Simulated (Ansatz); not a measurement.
Working through a single point in a Gaussian basis of CH5FNOSb, SMILES C[O][Sb]([NH2])[F]

Computed with Ansatz 0.2.0, Python API.

Notebook, run cell by cell (the value of a cell's last expression is shown):

In [1]:
```python
import ansatz
```

In [2]:
```python
molecule = (
    ansatz.Crystal.molecule()
    .atom("C", (-1.4485, -0.9669, -0.1969))
    .atom("O", (-0.1326, -1.0597, -0.4739))
    .atom("Sb", (0.535, 0.7828, -1.0184))
    .atom("N", (1.0723, 1.2746, 0.983))
    .atom("F", (2.4118, 0.0582, -1.3096))
    .atom("H", (-1.6648, -0.2017, 0.6329))
    .atom("H", (-1.8782, -1.9094, 0.0858))
    .atom("H", (-1.9995, -0.5599, -1.1227))
    .atom("H", (1.5147, 0.467, 1.4358))
    .atom("H", (1.6731, 2.0638, 0.9869))
)
```

In [3]:
```python
base = (
    molecule.calculation()
    .basis(gaussian="def2-SVP")
    .functional("PBE0")  # exchange and correlation
)
print(base.to_yaml())
out = base.run(threads=1, backend="cpu")
summary = out.report

{key: value for key, value in summary.items() if isinstance(value, (int, float)) and "ev" in key}
```
```text
crystal:
  periodic: [false, false, false]
  atoms:
    - { symbol: C, position_ang: [-1.4485, -0.9669, -0.1969] }
    - { symbol: O, position_ang: [-0.1326, -1.0597, -0.4739] }
    - { symbol: Sb, position_ang: [0.535, 0.7828, -1.0184] }
    - { symbol: "N", position_ang: [1.0723, 1.2746, 0.983] }
    - { symbol: F, position_ang: [2.4118, 0.0582, -1.3096] }
    - { symbol: H, position_ang: [-1.6648, -0.2017, 0.6329] }
    - { symbol: H, position_ang: [-1.8782, -1.9094, 0.0858] }
    - { symbol: H, position_ang: [-1.9995, -0.5599, -1.1227] }
    - { symbol: H, position_ang: [1.5147, 0.467, 1.4358] }
    - { symbol: H, position_ang: [1.6731, 2.0638, 0.9869] }
basis:
  gaussian:
    orbitals: def2-SVP
hamiltonian:
  xc: pbe0
```
Out [3]:
```text
{'free_energy_ev': -13896.652662600914, 'reference_energy_ev': -13896.652662600914}
```

In [4]:
```python
print("reference energy %16.6f eV" % summary["reference_energy_ev"])
print("total energy     %16.6f eV" % summary["free_energy_ev"])
print("occupied (up, down):", summary["n_occupied"], " virtual:", summary["n_virtual"], " frozen:", summary["n_frozen"])
```
```text
reference energy    -13896.652663 eV
total energy        -13896.652663 eV
occupied (up, down): [29, 29]  virtual: [78, 78]  frozen: 0
```

Reading the output:
- Total energies depend on the basis set; only differences at equal settings carry meaning.
- The geometry is a force-field or estimated start, not a minimum of this method, and the basis set is short of its limit.
- def2 sets replace the cores of elements past krypton by effective core potentials.
- Wall time of the script: 4.9 s on 1 thread of Arm Neoverse V1, on a shared host, peak memory 0.29 GiB.

(Lines on the test bed's own set-up are left out of the output.)
